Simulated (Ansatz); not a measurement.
**CH4BO (SMILES [BH]OC) at UPBE/def2-TZVP**

What is the electronic atomisation energy of CH4BO at UPBE/def2-TZVP? 

The results are computed with Ansatz 0.2.0.

34 further runs of the same task are left out: 34 set aside as unsound or not needed.

### Step 1. The structure to begin with

CH4BO: 7 atoms, total charge 0, spin state doublet. As SMILES, `[BH]OC`. The coordinates come from a PBE0-D4/def2-TZVP relaxation. This is one conformer, not always the lowest.

Bond lengths: B1–O2 1.320 Å, O2–C3 1.426 Å, B1–H4 1.207 Å, C3–H5 1.093 Å, C3–H6 1.090 Å, C3–H7 1.090 Å. Angles: B1–O2–C3 124.1°, O2–B1–H4 124.7°, O2–C3–H5 110.9°, O2–C3–H6 108.4°, O2–C3–H7 108.4°, H5–C3–H6 109.9°, H5–C3–H7 109.9°, H6–C3–H7 109.2°.

### Step 2. The energy at UPBE/def2-TZVP

Input file job.yaml:

```yaml
crystal:
  periodic: [false, false, false]
  atoms:
    - {symbol: B, position_ang: [-1.319600, -1.025700, -0.172900]}
    - {symbol: O, position_ang: [-0.272400, -0.707100, 0.564500]}
    - {symbol: C, position_ang: [0.642200, 0.338600, 0.243900]}
    - {symbol: H, position_ang: [-1.628500, -0.474200, -1.201600]}
    - {symbol: H, position_ang: [0.357800, 0.834000, -0.687600]}
    - {symbol: H, position_ang: [0.643000, 1.059300, 1.062300]}
    - {symbol: H, position_ang: [1.638900, -0.092800, 0.145600]}
basis:
  gaussian:
    orbitals: def2-TZVP
magnetization:
  spin_polarized: true
  initial_magnetization: 1
hamiltonian:
  xc: pbe
accuracy: high
output: {orbitals: {seedname: orbitals}}
```

Started as:

```bash
$ ansatz run job.yaml --threads 1 --pin off --max-ram 3480MiB --events-out events.jsonl --progress --plain --runs-dir runs
```

What it wrote:

```text
Warning: RAYON_NUM_THREADS=1 ignored (pool sized by the plan → 1); use --threads N
Functional definition: PBE
  name "PBE"
  parameter kappa = 0.804
  parameter beta = 0.06672455060314922
  exchange = pbe_x(kappa = kappa, mu = beta*pi^2/3)
  correlation = pbe_c(beta = beta)
2137 factors; integrals over basis functions are off by at most 3.8e-9 eV
mean field evaluation 1: about -3813.7047 eV, gradient 4.1e1 eV
mean field evaluation 2: about -3786.4194 eV, gradient 9.0e1 eV
mean field evaluation 4: about -3820.4529 eV, gradient 5.9e0 eV
mean field evaluation 8: about -3820.5901 eV, gradient 4.7e-1 eV
mean field evaluation 16: about -3820.5912 eV, gradient 5.5e-5 eV
mean field -3820.59121813 eV, -140.4041375767 hartree, gradient 3.4e-9 eV, S^2 0.752651; 0 other end points of the search recorded, 0 dependent functions left out
reference -3820.59122174 eV, -140.4041377091 hartree; 12, 11 occupied and 105, 106 virtual orbitals, 2137 factors
Total energy: -3820.59122174 eV, -140.4041377091 hartree
```

Wall time 11 s (1 thread of Arm Neoverse V1, shared host); peak memory 0.34 GiB.

### Step 3. The B atom, same level

Input file job.yaml:

```yaml
crystal:
  periodic: [false, false, false]
  atoms:
    - {symbol: B, position_ang: [0.000000, 0.000000, 0.000000]}
basis:
  gaussian:
    orbitals: def2-TZVP
magnetization:
  spin_polarized: true
  initial_magnetization: 1
hamiltonian:
  xc: pbe
accuracy: high
```

Run the same way, it converges to -24.61008 Eh (log not shown).

### Step 4. The C atom at the same level

Input file run.yaml:

```yaml
crystal:
  periodic: [false, false, false]
  atoms:
    - {symbol: C, position_ang: [0.000000, 0.000000, 0.000000]}
basis:
  gaussian: {orbitals: def2-TZVP}
magnetization: {spin_polarized: true, initial_magnetization: 2}
hamiltonian: {xc: {name: PBE}}
accuracy: high
```

Run the same way, it converges to -37.79597 Eh (log not shown).

### Step 5. The H atom, same level

Input file in.yaml:

```yaml
crystal:
  periodic: [false, false, false]
  atoms:
    - symbol: H
      position_ang: [0.000000, 0.000000, 0.000000]
basis:
  gaussian: {orbitals: def2-TZVP}
total_charge: 0
magnetization: {spin_polarized: true, initial_magnetization: 1}
hamiltonian: {xc: {name: PBE}}
accuracy: high
```

Run the same way, it converges to -0.49962 Eh (log not shown).

### Step 6. The O atom, same level

Input file in.yaml:

```yaml
basis:
  gaussian:
    orbitals: def2-TZVP
crystal:
  periodic: [false, false, false]
  atoms:
    - {symbol: O, position_ang: [0.000000, 0.000000, 0.000000]}
magnetization:
  spin_polarized: true
  initial_magnetization: 2
hamiltonian:
  xc: pbe
accuracy: high
```

Run the same way, it converges to -75.00967 Eh (log not shown).

### Step 7. Summary of results

At UPBE/def2-TZVP:

```
                                    quantity          value
                      molecule: total energy  -140.40414 Eh
molecule: HOMO energy (highest over α and β)       -4.23 eV
 molecule: LUMO energy (lowest over α and β)       -1.91 eV
                              molecule: ⟨S²⟩          0.753
                        B atom: total energy   -24.61008 Eh
                                B atom: ⟨S²⟩          0.753
                        C atom: total energy   -37.79597 Eh
                                C atom: ⟨S²⟩          2.003
                        H atom: total energy    -0.49962 Eh
                                H atom: ⟨S²⟩          0.750
                        O atom: total energy   -75.00967 Eh
                                O atom: ⟨S²⟩          2.003
               electronic atomisation energy      26.938 eV
```

**Reading.** Taking the molecule apart into free atoms costs 26.94 eV (621 kcal/mol), before zero-point energy and without spin-orbit coupling.
